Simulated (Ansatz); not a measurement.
Runs of Ansatz 0.2.0 on GaB. Symmetry: P4/mmm, No. 123, tetragonal system. The conventional cell has a = 2.718 Å, b = 2.718 Å, c = 3.236 Å, α = 90.00°, β = 90.00°, γ = 90.00°. Ga (site symmetry 4/mmm) has 8 B at 2.51 Å and 4 Ga at 2.72 Å as nearest neighbours. B (site symmetry 4/mmm) is surrounded by 8 Ga at 2.51 Å and 4 B at 2.72 Å. The cell was built by a generator and needn't be a form met in nature.

```csv
task,level,cell,k mesh,points for each segment of the path,target pressure (GPa),mesh quality,gap on the mesh (eV),pressure (GPa)
band structure,PBE,as given,6 × 6 × 5,14,-,coarse,none,0.1
band structure,RPBE,as given,6 × 6 × 5,14,-,coarse,none,2.6
band structure,PBEsol,as given,6 × 6 × 5,14,-,coarse,none,-4.0
single point,PBE0,as given,6 × 6 × 5,-,-,coarse,none,(a)
relaxation of cell and atoms,PBE,relaxed to 5 GPa,10 × 10 × 8,-,5,not flagged,none,5.0
```

Alike in all rows: potentials or basis Ansatz PAW; no spin polarisation; cutoff (eV) 420; smearing fermi-dirac 0.05 eV.

Task: Fill in the values left out.

Result: (a) -2.6.

Caveats: some runs use coarse meshes; the PAW data sets come from PBE, with cores solved anew for the run's functional, which leaves a small shift of forces and pressure (some runs); the thresholds are loose for stress (some runs); the plane-wave basis is chosen anew once the cell has moved, so the energies of steps on either side of that aren't comparable (some runs).

A k mesh can miss the band edges, and the runs leave out spin-orbit coupling on Ga.

A gap of «none» marks a metal or a gap under the smearing width.
